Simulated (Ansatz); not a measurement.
# TiC: the cost of one run

Computed with Ansatz 0.2.0 (DFT PBEsol, scalar-relativistic, plane waves, PAW, unless a step's input says otherwise).

**1. The starting structure**

The structure is cubic, space group Fm-3m (No. 225). Conventional cell: a = 4.328 Å, b = 4.328 Å, c = 4.328 Å, α = 90.00°, β = 90.00°, γ = 90.00°. Around Ti (site symmetry m-3m) lie 6 C at 2.16 Å. Around C (site symmetry m-3m) lie 6 Ti at 2.16 Å.

Coordinates:

```cif
data_structure
_symmetry_space_group_name_H-M 'P 1'
_symmetry_Int_Tables_number 1
_cell_length_a 3.0604
_cell_length_b 3.0604
_cell_length_c 3.0604
_cell_angle_alpha 60.000
_cell_angle_beta 60.000
_cell_angle_gamma 60.000
_cell_volume 20.27
loop_
_atom_site_label
_atom_site_type_symbol
_atom_site_fract_x
_atom_site_fract_y
_atom_site_fract_z
_atom_site_occupancy
Ti1 Ti 0.00000 0.00000 0.00000 1
C1 C 0.50000 0.50000 0.50000 1
```

No relaxation comes first: the listed cell is the starting point.

**2. The undisturbed cell**

input.yaml

```yaml
crystal:
  lattice:
    - [0.0, 2.164, 2.164]
    - [2.164, 0.0, 2.164]
    - [2.164, 2.164, 0.0]
  atoms:
    - { symbol: Ti, position: [0.0, 0.0, 0.0] }
    - { symbol: C, position: [0.5, 0.5, 0.5] }
basis:
  ecutwfc: 420
kpoints:
  mp_grid: { grid: [18, 18, 18] }
hamiltonian:
  xc: pbesol
scf:
  occupations: { method: gaussian, width: 0.15 }
output:
  forces: true
  stress: true
  eigenvalues: true
```

The run is started by

```sh
ansatz run input.yaml --threads 1 --pin off --max-ram 1228MiB --backend cpu --events-out ev --progress --plain --runs-dir out
```

Q: Estimate wall time and peak memory on 1 thread of an Arm CPU, shared host.

About 3.3 s, with a peak of 0.33 GiB.
